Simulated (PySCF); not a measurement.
# W, W+: ionisation energy in aug-cc-pVDZ-PP with ECP60

Aim: the ionisation energy of tungsten from differences of total energies, at each level of theory, and how far each lands from the tabulated value where there is one.

The numbers are computed with PySCF 2.14.0 (unrestricted determinants in a Gaussian basis, no spin-orbit coupling in the energies), except any that are marked as measured or tabulated.

**1. What is computed**

| Property | Result |
| --- | --- |
| Element | tungsten (Z = 74) |
| Basis | aug-cc-pVDZ-PP with ECP60MDF |
| Hamiltonian | scalar relativity through the core potential |
| State 1 | W: [Xe] 4f14 5d4 6s2, high-spin 5D determinant |
| State 2 | W+: [Xe] 4f14 5d4 6s1, high-spin 6D determinant |
| Methods | UHF, PBE0, PBE, MP2 |
| Core shells frozen in the correlated runs | valence: 5s2 5p6 (for W) |

The outer shells:

W [Xe] 4f14 5d4 6s2
```
[Xe] core
4f [↑↓][↑↓][↑↓][↑↓][↑↓][↑↓][↑↓]
5d [↑ ][↑ ][↑ ][↑ ][  ]
6s [↑↓]
```

W+ [Xe] 4f14 5d4 6s1
```
[Xe] core
4f [↑↓][↑↓][↑↓][↑↓][↑↓][↑↓][↑↓]
5d [↑ ][↑ ][↑ ][↑ ][  ]
6s [↑ ]
```

One driver process ran all states and methods and kept the integrals in memory. Each run is shown as a PySCF script that sums up its settings (the driver passes frozen orbitals as a list and adds second-order terms of double hybrids); the logs are those of the runs themselves. The driver starts from symmetry-adapted Hartree-Fock orbitals, holds the occupation by maximum overlap and uses a logarithmic radial grid for functionals, so a plain start would take other cycles.

The driver's launch:

```bash
> OMP_NUM_THREADS=1 python atomrun2.py TASK.json OUT
```

The integrals over 54 functions and the set-up took 0.27 s of CPU time.

**2. W: the ladder of methods**

#### UHF

Input file input.py:

```python
from pyscf import gto, scf, dft, mp, cc
import basis_set_exchange as bse
txt = bse.get_basis("aug-cc-pVDZ-PP", elements=["W"], fmt="nwchem", header=False)
cut = txt.index("\nECP")
mol = gto.M(atom="W 0 0 0", charge=0, spin=4, symmetry="D2h",
            basis=gto.basis.parse(txt[:cut]),
            ecp={"W": gto.basis.parse_ecp(txt[cut:])})
mf = scf.UHF(mol)
mf.irrep_nelec = {'Ag': (3, 2), 'B1g': (1, 0), 'B2g': (1, 0), 'B3g': (1, 0), 'B1u': (1, 1), 'B2u': (1, 1), 'B3u': (1, 1)}
mf.kernel()
```

#### PBE0

input.py differs from the last one in:

```diff
@@ -7,3 +7,3 @@
             ecp={"W": gto.basis.parse_ecp(txt[cut:])})
-mf = scf.UHF(mol)
+mf = dft.UKS(mol, xc="PBE0")
 mf.irrep_nelec = {'Ag': (3, 2), 'B1g': (1, 0), 'B2g': (1, 0), 'B3g': (1, 0), 'B1u': (1, 1), 'B2u': (1, 1), 'B3u': (1, 1)}
```

#### PBE

input.py differs from the last one in:

```diff
@@ -7,3 +7,3 @@
             ecp={"W": gto.basis.parse_ecp(txt[cut:])})
-mf = dft.UKS(mol, xc="PBE0")
+mf = dft.UKS(mol, xc="PBE")
 mf.irrep_nelec = {'Ag': (3, 2), 'B1g': (1, 0), 'B2g': (1, 0), 'B3g': (1, 0), 'B1u': (1, 1), 'B2u': (1, 1), 'B3u': (1, 1)}
```

#### MP2 (valence)

input.py differs from the last one in:

```diff
@@ -7,4 +7,5 @@
             ecp={"W": gto.basis.parse_ecp(txt[cut:])})
-mf = dft.UKS(mol, xc="PBE")
+mf = scf.UHF(mol)
 mf.irrep_nelec = {'Ag': (3, 2), 'B1g': (1, 0), 'B2g': (1, 0), 'B3g': (1, 0), 'B1u': (1, 1), 'B2u': (1, 1), 'B3u': (1, 1)}
 mf.kernel()
+mp.UMP2(mf, frozen=4).kernel()
```

**3. W+: the ladder of methods**

#### UHF

Input file input.py:

```python
from pyscf import gto, scf, dft, mp, cc
import basis_set_exchange as bse
txt = bse.get_basis("aug-cc-pVDZ-PP", elements=["W"], fmt="nwchem", header=False)
cut = txt.index("\nECP")
mol = gto.M(atom="W 0 0 0", charge=1, spin=5, symmetry="D2h",
            basis=gto.basis.parse(txt[:cut]),
            ecp={"W": gto.basis.parse_ecp(txt[cut:])})
mf = scf.UHF(mol)
mf.irrep_nelec = {'Ag': (3, 1), 'B1g': (1, 0), 'B2g': (1, 0), 'B3g': (1, 0), 'B1u': (1, 1), 'B2u': (1, 1), 'B3u': (1, 1)}
mf.kernel()
```

#### PBE0

input.py differs from the last one in:

```diff
@@ -7,3 +7,3 @@
             ecp={"W": gto.basis.parse_ecp(txt[cut:])})
-mf = scf.UHF(mol)
+mf = dft.UKS(mol, xc="PBE0")
 mf.irrep_nelec = {'Ag': (3, 1), 'B1g': (1, 0), 'B2g': (1, 0), 'B3g': (1, 0), 'B1u': (1, 1), 'B2u': (1, 1), 'B3u': (1, 1)}
```

#### PBE

input.py differs from the last one in:

```diff
@@ -7,3 +7,3 @@
             ecp={"W": gto.basis.parse_ecp(txt[cut:])})
-mf = dft.UKS(mol, xc="PBE0")
+mf = dft.UKS(mol, xc="PBE")
 mf.irrep_nelec = {'Ag': (3, 1), 'B1g': (1, 0), 'B2g': (1, 0), 'B3g': (1, 0), 'B1u': (1, 1), 'B2u': (1, 1), 'B3u': (1, 1)}
```

#### MP2 (valence)

input.py differs from the last one in:

```diff
@@ -7,4 +7,5 @@
             ecp={"W": gto.basis.parse_ecp(txt[cut:])})
-mf = dft.UKS(mol, xc="PBE")
+mf = scf.UHF(mol)
 mf.irrep_nelec = {'Ag': (3, 1), 'B1g': (1, 0), 'B2g': (1, 0), 'B3g': (1, 0), 'B1u': (1, 1), 'B2u': (1, 1), 'B3u': (1, 1)}
 mf.kernel()
+mp.UMP2(mf, frozen=4).kernel()
```

Before running it: what results should come out?

As calculated:

| quantity | value |
| --- | --- |
| ionisation energy, W | UHF 5.909, MP2 (valence) 7.144 eV; reference 7.825 |

Accuracy against cost (mean over 1 difference):

| method | mean absolute miss against the measured value (with the measured fine structure taken into account where it is known) (eV) | CPU time, both states (s) |
| --- | --- | --- |
| UHF | 1.916 | 0.77 |
| PBE0 | 0.505 | 2.2 |
| PBE | 0.301 | 2.1 |
| MP2 (valence) | 0.681 | 0.9 |
| SCS-MP2 (valence) | 0.445 | 0.9 |

In words: Against experiment PBE comes closest (off by 0.30 eV) and UHF is farthest (1.92 eV). Hartree-Fock falls short because the species with more electrons holds more correlation energy, which it lacks. PBE is off by -0.30 eV. All values hold for this basis alone; no basis-set limit was taken.
